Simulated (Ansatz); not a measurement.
The system is MgVOF2.

```
V Mg F O
1.0
     3.16162    0.00000    0.00000
    -0.00006    4.12384    0.00000
    -1.54556   -2.05397    4.83858
V Mg F O
1 1 2 1
Cartesian
  3.1523 0.0025 0.0069
  0.0260 0.0106 3.1743
  1.5731 0.0051 1.5602
  0.0223 2.0720 3.2892
  1.6069 0.0104 4.3683
```

The cell comes from a database or a generator and needn't be the stable form of this composition.

```yaml
Program: Ansatz 0.2.0
Task: single point
Functional: PBE
Potentials_or_basis: Ansatz PAW
Cutoff: "420 eV (not typed: the program's choice for these potentials)"
k_mesh: 9 × 7 × 6
Occupations: fermi-dirac, width 0.05 eV
Spin: collinear spin, ferromagnetic start
Starting_moments: "[2.0, 0.0, 0.0, 0.0, 0.0] μB"
```

On this cell: pressure -2.4 GPa; largest force 0.213 eV/Å; net moment 3.00 μB per cell; site moments V +2.22; Mg +0.00; F +0.02, +0.01; O +0.02 μB; band gap on the k mesh none (metal or under the smearing width).

The same run follows on a disturbed copy (atoms moved at random, drawn with an rms of 0.05 Å):

```xyz
5
Lattice="3.1616 0.0000 0.0000 -0.0001 4.1238 0.0000 -1.5456 -2.0540 4.8386" Properties=species:S:1:pos:R:3 pbc="T T T"
V     3.1592   -0.0413   -0.0069
Mg    0.0296    0.0536    3.1473
F     1.5536   -0.0052    1.5194
F     0.0120    2.0743    3.2852
O     1.5870    0.0335    4.3696
```

Problem. What does the disturbed cell give?

Solution. The energy (extrapolated to zero smearing) moves by +5.0 meV/atom; pressure -2.2 GPa; largest force 0.645 eV/Å; net moment 3.00 μB per cell; site moments V +2.16; Mg +0.00; F +0.03, +0.01; O +0.03 μB; band gap on the k mesh none (metal or under the smearing width).

Forces on the atoms (eV/Å):
```
V   -0.143  0.625 -0.067
Mg  -0.142 -0.370  0.141
F    0.043 -0.018 -0.029
F    0.028  0.125  0.109
O    0.215 -0.362 -0.154
```

Stress tensor (GPa, compression positive):
```
-1.08  0.04  0.70
 0.04 -3.46  1.19
 0.70  1.19 -2.12
```

Caveats: semilocal functionals often make such compounds metallic where correlation or magnetic order opens a gap, which also shifts bond lengths.
